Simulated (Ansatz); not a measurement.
# Sn5H2: the cost of one run

Program: Ansatz 0.2.0. Level of theory: DFT PBEsol, scalar-relativistic, plane waves, PAW. These are calculated values, not measurements.

2 further runs of the same task are left out: 2 set aside as unsound or not needed.

### 1 The starting structure

It takes space group Fd-3m (No. 227, cubic). Conventional cell: a = 6.491 Å, b = 6.491 Å, c = 6.491 Å, α = 90.00°, β = 90.00°, γ = 90.00°. Sn (site symmetry -43m) has 4 Sn at 2.81 Å as nearest neighbours.

Structure file:

```xyz
2
Lattice="0.0000 3.2456 3.2456 3.2456 0.0000 3.2456 3.2456 3.2456 0.0000" Properties=species:S:1:pos:R:3 pbc="T T T"
Sn    3.2456    3.2456    3.2456
Sn    4.8684    4.8684    4.8684
```

The structure comes from the Crystallography Open Database.

### 5 Plan of the scan

Atoms count from 1 in the order of the input.

Two atoms of the surface dimers are held at set heights.

First coordinate, height of Sn9 above its place in the flat dimer: 7 values from −0.771 to 0.746 Å. Second coordinate, height of Sn10 above its place in the flat dimer: 7 values from −0.771 to 0.746 Å.

Relaxed at each point: all atoms of the upper layers, but for the two heights. Points are written as (first, second).

(The set-up runs are not shown.)

### 6 Point (0.000 Å, 0.000 Å)

input.yaml reads:

```yaml
crystal:
  lattice:
    - [9.2511606991, 0.0, 0.0]
    - [0.0, 4.6255803495, 0.0]
    - [0.0, 0.0, 20.4076949379]
  atoms:
    - { symbol: Sn, position: [0.5, 0.0, 0.2457963278] }
    - { symbol: Sn, position: [0.0, 0.0, 0.2457963278] }
    - { symbol: Sn, position: [0.75, 0.0, 0.3259322579] }
    - { symbol: Sn, position: [0.25, 0.0, 0.3259322579] }
    - { symbol: Sn, position: [0.75, 0.5, 0.4073620423] }
    - { symbol: Sn, position: [0.25, 0.5, 0.404017811] }
    - { symbol: Sn, position: [0.0017760294, 0.5, 0.4865142757] }
    - { symbol: Sn, position: [0.4982239706, 0.5, 0.4865142757] }
    - { symbol: Sn, position: [0.0958580814, 0.0, 0.5515376036] }
    - { symbol: Sn, position: [0.4041419186, 0.0, 0.5515376036] }
    - { symbol: H, position: [0.5092148627, 0.3035343313, 0.1962100729] }
    - { symbol: H, position: [0.5092148627, -0.3035343313, 0.1962100729] }
    - { symbol: H, position: [-0.0092148627, -0.3035343313, 0.1962100729] }
    - { symbol: H, position: [-0.0092148627, 0.3035343313, 0.1962100729] }
basis:
  ecutwfc: 420
kpoints:
  mp_grid: { grid: [3, 6, 1] }
hamiltonian:
  xc: pbesol
scf:
  occupations: { method: gaussian, width: 0.05 }
output:
  forces: true
  eigenvalues: true
relax:
  adjacent_minimum: "off"
  f_tol: 0.03
  max_steps: 30
  constraints: [{ sites: [0, 1, 2, 3, 10, 11, 12, 13] }, { sites: [8, 9], fix: z }]
efield:
  axis: 3
  dipole_correction: true
  ramp_width: 0.04
```

Launch:

```
$ ansatz run input.yaml --threads 4 --pin off --max-ram 12288MiB --backend cpu --events-out ev --progress --plain --runs-dir out
```

**Question.** How long does this run take on 4 threads of Arm Neoverse V1, shared host, and how much memory does it need?

About 34 s, with a peak of 1.8 GiB.
